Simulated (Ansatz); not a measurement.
**CH6NOSi: rigid scan of one bond length**

How does the energy of CH6NOSi change as one bond is stretched? Wanted for CH6NOSi: a rigid scan of one bond length.

Computed with Ansatz 0.2.0 through its Python package. Level of theory: CAM-B3LYP/def2-SVP.

### Step 1. Starting point

Bond lengths: O1–C2 1.395 Å, C2–N3 1.462 Å, N3–Si4 1.798 Å, C2–H5 1.112 Å, C2–H6 1.113 Å, N3–H7 1.046 Å, Si4–H8 1.471 Å, Si4–H9 1.471 Å, Si4–H10 1.470 Å. Angles (14 of 15 angles, heavy atoms first): O1–C2–N3 109.4°, C2–N3–Si4 109.7°, O1–C2–H5 108.3°, O1–C2–H6 108.7°, N3–C2–H5 110.3°, N3–C2–H6 110.8°, C2–N3–H7 107.9°, Si4–N3–H7 106.6°, N3–Si4–H8 109.6°, N3–Si4–H9 109.7°, N3–Si4–H10 109.4°, H5–C2–H6 109.3°, H8–Si4–H9 109.6°, H8–Si4–H10 109.3°.

Input file ch6nosi.xyz:

```xyz
10

O    -2.53210   -0.42870   -0.16900
C    -1.29750    0.19530    0.01060
N    -0.22750   -0.74240   -0.32460
Si    1.36790    0.06030   -0.11610
H    -1.25410    1.08350   -0.65680
H    -1.21580    0.52640    1.07010
H    -0.25950   -1.52720    0.36610
H     1.46660    1.20800   -1.03050
H     1.51220    0.52320    1.27250
H     2.43980   -0.89840   -0.42230
```

### Step 2. The script

Input file run_scan.py:

```python
"""Potential curve of CH6NOSi along one bond."""

import ansatz as az
import matplotlib.pyplot as plt
import numpy as np


def main() -> None:
    system = az.Crystal.molecule_from_extxyz("ch6nosi.xyz")

    symbols = [site.symbol for site in system.cartesian_sites]
    start = np.array([site.position_ang for site in system.cartesian_sites])
    axis = (start[8] - start[3]) / np.linalg.norm(start[8] - start[3])
    moving = [8]
    lengths, energies = [1.25, 1.35, 1.47, 1.62, 1.84, 2.21, 2.65, 3.24], []
    for length in lengths:
        xyz = start.copy()
        xyz[moving] += (length - np.linalg.norm(start[8] - start[3])) * axis
        point = az.Crystal.molecule()
        for symbol, place in zip(symbols, xyz):
            point = point.atom(symbol, place.tolist())
        setup = (
            point.calculation()
            .basis(gaussian="def2-SVP")
            .functional("CAM-B3LYP")
            .spin("collinear", total=1)
        )
        data = setup.run().report
        energies.append(data["free_energy_ev"])
        print(f"r = {length:6.3f} A  E = {energies[-1]:.5f} eV  <S^2> = {abs(data['mean_field']['state']['spin_squared']):.3f}")

    print("energy above the lowest point (eV):", [round(e - min(energies), 3) for e in energies])
    plt.figure(figsize=(4.5, 3))
    plt.plot(lengths, np.array(energies) - min(energies), "o-")
    plt.xlabel("bond length (A)")
    plt.ylabel("E - E(min) (eV)")
    plt.tight_layout()
    plt.savefig("scan.png", dpi=100)


if __name__ == "__main__":
    main()
```

### Step 3. The calls as engine input

The engine receives this input (first run):

```yaml
crystal:
  periodic: [false, false, false]
  atoms:
    - { symbol: O, position_ang: [-2.5321, -0.4287, -0.169] }
    - { symbol: C, position_ang: [-1.2975, 0.1953, 0.0106] }
    - { symbol: "N", position_ang: [-0.2275, -0.7424, -0.3246] }
    - { symbol: Si, position_ang: [1.3679, 0.0603, -0.1161] }
    - { symbol: H, position_ang: [-1.2541, 1.0835, -0.6568] }
    - { symbol: H, position_ang: [-1.2158, 0.5264, 1.0701] }
    - { symbol: H, position_ang: [-0.2595, -1.5272, 0.3661] }
    - { symbol: H, position_ang: [1.4666, 1.208, -1.0305] }
    - { symbol: H, position_ang: [1.4905357466650582, 0.4537032372228377, 1.0640247250110875] }
    - { symbol: H, position_ang: [2.4398, -0.8984, -0.4223] }
basis:
  gaussian:
    orbitals: def2-SVP
hamiltonian:
  xc: cam_b3lyp
magnetization:
  spin_polarized: true
  initial_magnetization: 1.0
```

### Step 4. Running it

Run with:

```
> python run_scan.py
```

Standard output:

```text
r =  1.250 A  E = -12538.53682 eV  <S^2> = 0.753
r =  1.350 A  E = -12539.07898 eV  <S^2> = 0.753
r =  1.470 A  E = -12539.30848 eV  <S^2> = 0.753
r =  1.620 A  E = -12539.20577 eV  <S^2> = 0.753
r =  1.840 A  E = -12538.67294 eV  <S^2> = 0.753
r =  2.210 A  E = -12537.48926 eV  <S^2> = 0.753
r =  2.650 A  E = -12536.23774 eV  <S^2> = 1.015
r =  3.240 A  E = -12535.53819 eV  <S^2> = 1.551
energy above the lowest point (eV): [0.772, 0.229, 0.0, 0.103, 0.636, 1.819, 3.071, 3.77]
```

It took 2.4 min on 1 thread of Arm Neoverse V1, shared host; peak memory 0.38 GiB.

### Step 5. What changed from run to run

The engine's inputs for some of the other runs:

Run 2, against run 1:

```diff
@@ -12 +12 @@
-    - { symbol: H, position_ang: [1.4905357466650582, 0.4537032372228377, 1.0640247250110875] }
+    - { symbol: H, position_ang: [1.500346606398263, 0.48517549620066475, 1.1584347030119746] }
```

Run 3, against run 1:

```diff
@@ -12 +12 @@
-    - { symbol: H, position_ang: [1.4905357466650582, 0.4537032372228377, 1.0640247250110875] }
+    - { symbol: H, position_ang: [1.5121196380781086, 0.5229422069740571, 1.2717266766130388] }
```

Run 4, against run 1:

```diff
@@ -12 +12 @@
-    - { symbol: H, position_ang: [1.4905357466650582, 0.4537032372228377, 1.0640247250110875] }
+    - { symbol: H, position_ang: [1.5268359276779155, 0.5701505954407977, 1.4133416436143695] }
```

### Step 6. Run by run

From the records of these 8 runs:

```tsv
run	distance (Å)	energy from run 3 (eV)	<S²>	SCF cycles	CPU time (s)
1	1.25	0.7717	0.75	44	13
2	1.35	0.2295	0.75	44	13
3	1.47	0.0000	0.75	44	13
4	1.62	0.1027	0.75	45	14
5	1.84	0.6355	0.75	51	14
6	2.21	1.8192	0.75	56	15
7	2.65	3.0707	1.01	85	26
8	3.24	3.7703	1.55	110	34
```

### Step 7. Outcome

```
                  quantity     value
             runs compared         8
           range of energy  3.770 eV
lowest point, distance (Å)      1.47
```

In words: The curve has its lowest point inside the range, at 1.47. The ends stand 0.772 and 3.77 eV above it. The distance scanned is the script's pair 3, 8. <S²> moves from 0.75 to 1.55: along the scan the mean field breaks spin symmetry. Caveats:
- The rest of the molecule is held rigid at a force-field or estimated start geometry, and the basis set is modest; single-reference methods fail as a bond breaks.
- The species is open-shell (spin multiplicity 2).
